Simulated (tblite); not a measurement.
# C5H7NO2Si2: the cost of one run

Computed with tblite 0.8.0 and PySCF 2.14.0, with density-fitted response routines of our own, on a single molecule in the gas phase. Atoms are numbered from 0 throughout.

## (1) The molecule as given

17 atoms, charge 0, multiplicity 1; geometry from: force field or distance geometry start.

Bonds of the start (Å): N0–C1 1.18, C1–C2 1.39, C2–C3 1.22, C3–Si4 1.82, Si4–C5 1.88, C5–Si6 1.85, C5–O7 1.41, O7–C8 1.40, C8–O9 1.26, Si4–H10 1.46, Si4–H11 1.48, C5–H12 1.12, Si6–H13 1.48, Si6–H14 1.47, Si6–H15 1.49, C8–H16 1.09.

## (2) Optimising the geometry with GFN2-xTB

What the job is given:

```
{"job": {"kind": "relax", "xc": "GFN2-xTB", "basis": "xTB"}, "charge": 0, "multiplicity": 1}
N      5.514500     0.593400     0.742000
C      4.439600     0.241900     0.419200
C      3.176500    -0.213700     0.063000
C      2.052900    -0.577700    -0.256300
Si     0.374400    -1.120000    -0.694300
C     -0.861800     0.175700    -0.108700
Si    -0.785100     0.424000     1.723500
O     -2.121000    -0.324100    -0.486900
C     -2.858700     0.378200    -1.446400
O     -2.426400     1.446200    -1.959900
H      0.118900    -2.438300    -0.117500
H      0.302300    -1.168600    -2.171800
H     -0.676700     1.123600    -0.677300
H     -0.068600     1.662400     2.088400
H     -0.158600    -0.720800     2.399900
H     -2.190100     0.526500     2.218600
H     -3.839100     0.003300    -1.745300
```

On the command line:

```
> OMP_NUM_THREADS=1 python probes_run.py task.json out
```

This one command runs all jobs of the session in turn.

Q: Estimate the wall time and peak memory of this first job on 1 thread of Arm Neoverse N1, shared host.

About 4.6 s, with a peak of 0.18 GiB.
